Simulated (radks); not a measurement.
**F in [He] 2s2 2p5: an all-electron calculation**

The task here is to estimate one member of a computed series from the others.

Method: non-relativistic Kohn-Sham, PBE, spin-polarised, spherical densities, point nucleus; open shells are filled with parallel spins first. Code: radks (a radial shooting solver on a logarithmic mesh, Libxc functionals) version 1.

### The atom as given

| Item | Value |
| --- | --- |
| element | fluorine (Z = 9) |
| charge | 0 |
| electrons | 9 |
| configuration | [He] 2s2 2p5 |

Outer shells as boxes (Hund's rule):

F
```
[He] core
2s [↑↓]
2p [↑↓][↑↓][↑ ]
```

Set-up of the first run:

The run's settings:

```text
Z 9
configuration [He] 2s2 2p5
relativity non-relativistic
functional pbe,pbe
spin polarised
nucleus point
```

On the command line:

```sh
$ python run_ks.py task.json out
```

The same process makes all the runs of this session.

One table of the session follows, with a row left open; its other results are not shown here.

It belongs to the step «Orbitals and density». From the orbitals of this run (lengths in bohr):

| level | <r> | outermost maximum (interpolated) | 90 % within |
| --- | --- | --- | --- |
| 1s up | 0.1766 | 0.115 | 0.316 |
| 1s down | ? | ? | ? |
| 2s up | 0.9999 | 0.764 | 1.61 |
| 2s down | 1.011 | 0.768 | 1.63 |
| 2p up | 1.089 | 0.703 | 1.92 |
| 2p down | 1.127 | 0.712 | 2.00 |

Q: Estimate the row for 1s down from the others.

The run gave: <r>: 0.1765; outermost maximum (interpolated): 0.115; 90 % within: 0.316. In the column «<r>» it is the lowest.

To keep in mind: Open shells are spherical and high-spin; term and fine-structure splittings are not resolved.
